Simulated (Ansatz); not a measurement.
C2H5NS, SMILES C=NCS: an atomisation energy, run with the Python package of Ansatz (0.2.0).

`tae_c2h5ns.py`
```python
from collections import Counter

import ansatz as az
from ase import Atoms


def energy_of(molecule, charge=0, unpaired=0):
    calc = (
        molecule.calculation()
        .basis(gaussian="def2-SVPD")
        .functional("R2SCAN0")
    )
    if charge:
        calc = calc.charge(charge)
    if unpaired:
        calc = calc.spin("collinear", total=unpaired)
    return calc.run().report["free_energy_ev"]

atoms = Atoms(["C", "N", "C", "S", "H", "H", "H", "H", "H"], positions=[
    (-0.106, 1.1723, -0.8949),
    (-0.7532, 0.1434, -0.5209),
    (0.1167, -0.8497, 0.0511),
    (0.5701, -0.6364, 1.8288),
    (0.9338, 1.3815, -0.8265),
    (-0.7395, 2.0478, -1.364),
    (-0.2892, -1.832, -0.0593),
    (1.1424, -0.8799, -0.4804),
    (-0.7865, -0.5932, 2.249),
])
c2h5ns = az.Crystal.molecule_from_ase(atoms)

unpaired = {"C": 2, "N": 3, "S": 2, "H": 1}
counts = Counter(site.symbol for site in c2h5ns.cartesian_sites)
atom_energy = {s: energy_of(az.Crystal.molecule().atom(s, (0, 0, 0)), 0, unpaired[s]) for s in counts}
whole = energy_of(c2h5ns, 0, 0)
for s, e in atom_energy.items():
    print(f"{s:2s} x{counts[s]}  {e:14.5f} eV")
print(f"C2H5NS: {whole:.5f} eV")
split = sum(counts[s] * e for s, e in atom_energy.items()) - whole
print(f"atomisation energy (no zero-point term): {96.485332 * split:.1f} kJ/mol, {split / sum(counts.values()):.3f} eV an atom")
```

What does it cost to take this molecule apart into atoms?

3215.9 kJ/mol from the electronic energies, without the zero-point term.

What the script printed:

`python tae_c2h5ns.py` gives:
```text
C  x2     -1028.29590 eV
N  x1     -1483.47621 eV
S  x1    -10828.88280 eV
H  x5       -13.58464 eV
C2H5NS: -14470.20469 eV
atomisation energy (no zero-point term): 3215.9 kJ/mol, 3.703 eV an atom
```

Reading the output:
- These settings explore the input space; basis and method may be short of convergence.
- The geometry is a force-field or estimated start, not a minimum of this method, and the basis set is short of its limit. All parts are taken at fixed geometry, without zero-point energy.
- Hardware and time: 15 s on 1 thread of Arm Neoverse N1 (shared host), peak memory 0.29 GiB.

(Lines on the test bed's own set-up are left out of the output.)
